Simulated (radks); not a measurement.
# Sc⁴⁺ in [Ne] 3s2 3p5: an all-electron calculation

The task here is to estimate one member of a computed series from the others.

Program: radks (a radial shooting solver on a logarithmic mesh, Libxc functionals) version 1. Level of theory: scalar-relativistic Kohn-Sham, r2SCAN, spin-polarised, spherical densities, finite nucleus; open shells are filled with parallel spins first. These are calculated values, not measurements, unless marked.

## The atom as given

| Property | Result |
| --- | --- |
| element | scandium (Z = 21) |
| charge | +4 |
| electrons | 17 |
| configuration | [Ne] 3s2 3p5 |
| nuclear rms radius | 3.5459 fm |

The outer shells:

Sc⁴⁺
```
[Ne] core
3s [↑↓]
3p [↑↓][↑↓][↑ ]
```

Set-up of the first run:

Settings of this run:

```text
Z 21
configuration [Ne] 3s2 3p5 4s0 3d0 4p0 4f0
relativity scalar-relativistic
functional r2scan,r2scan
spin polarised
nucleus finite rms 3.5459 fm
c 137.035999084
```

One table of the session follows, with a row left open; its other results are not shown here.

It belongs to the step «Orbitals and density». Radial moments (bohr):

```
  level      <r>  outermost maximum (interpolated)  90 % within  nodes
  1s up  0.07306                            0.0478        0.130      0
1s down  0.07305                            0.0478        0.130      0
  2s up   0.3421                             0.283        0.532      1
2s down   0.3421                             0.283        0.531      1
  2p up        ?                                 ?            ?      ?
2p down   0.3069                             0.232        0.505      0
  3s up    1.032                             0.909         1.53      2
3s down    1.036                             0.911         1.54      2
  3p up    1.087                             0.939         1.64      1
3p down    1.093                             0.942         1.65      1
  3d up    1.201                             0.949         1.91      0
3d down    1.214                             0.952         1.95      0
  4s up    2.525                              2.33         3.65      3
4s down    2.566                              2.39         3.70      3
```

Estimate the missing values for 2p up.

**Answer.** <r>: 0.3068; outermost maximum (interpolated): 0.232; 90 % within: 0.505; nodes: 0. In the column «<r>» it lies between 1s up (0.07306) and 2p down (0.3069).

Caveats from the session: Open shells are spherical and high-spin; term and fine-structure splittings are not resolved.
